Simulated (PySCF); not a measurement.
**GeBr2: singlet, from a bent start**

The task is one start of a wider search on GeBr2: the singlet, from a bent start. It is relaxed, tested by its Hessian and followed downhill if it is a saddle.

Method: PBE0, basis Ge def2-TZVP, Br def2-TZVP, no relativity, density fitting; program: PySCF 2.14.0.

## Step 1: The system as given

3 atoms, charge 0, spin multiplicity 1.

Bond lengths: Ge1–Br2 2.350 Å, Ge1–Br3 2.350 Å. Angles: Br2–Ge1–Br3 110.0°.

```xyz
3
charge 0 multiplicity 1
Ge    0.0000    0.0000    0.0000
Br    1.9250    0.0000    1.3479
Br   -1.9250    0.0000    1.3479
```

## Step 2: First SCF at the start

The steps below are one call of a driver around PySCF. For each, scf.py gives the equivalent set-up of the SCF; relaxations use the driver's own optimiser. After this first run the driver tries any further starts and a stability analysis.

scf.py

```python
from pyscf import gto, scf, dft
mol = gto.M(atom='''
Ge     0.000000     0.000000     0.000000
Br     1.925000     0.000000     1.347900
Br    -1.925000     0.000000     1.347900''',
    basis={'Ge': 'def2-TZVP', 'Br': 'def2-TZVP'},
    charge=0, spin=0)
mf = dft.RKS(mol, xc='PBE0')
mf.grids.atom_grid = (50, 194)
aux = {'Ge': 'def2-universal-JKFIT', 'Br': 'def2-universal-JKFIT'}
mf = mf.density_fit(auxbasis=aux)
mf.conv_tol = 1e-08
mf.diis_space = 10
mf.max_cycle = 60
mf.init_guess = 'minao'
mf.verbose = 4
mf.kernel()
```

Command:

```sh
> OMP_NUM_THREADS=4 python axn.py task.json out
```

After this run come: Relaxing the singlet from the bent start; Hessian and properties.

Before running it: what results should come out? Wanted: minimum; geometry; wavenumbers; dipole moment; highest occupied, lowest empty level; polar-tensor charge of Ge1; zero-point energy; atomisation energy.

As calculated:

| quantity | value |
| --- | --- |
| minimum | singlet, C2v |
| geometry | Ge–Br 2.342 Å (×2); Br–Ge–Br 101.0° |
| wavenumbers (cm⁻¹) | 103 (a1), 283 (b2), 292 (a1) |
| dipole moment | 1.81 D |
| highest occupied, lowest empty level | -7.79, -3.22 eV |
| polar-tensor charge of Ge1 | +1.07 e |
| zero-point energy | 4.1 kJ/mol |
| entropy at 298.15 K | 318.5 J/(mol K) |
| atomisation energy (no zero-point energy) | 712 kJ/mol |

The bent start keeps its C2v symmetry and ends in a minimum. The strongest infrared band lies at 283 cm⁻¹ (b2). Only this shape and spin were tried, so other structures or states may lie lower.
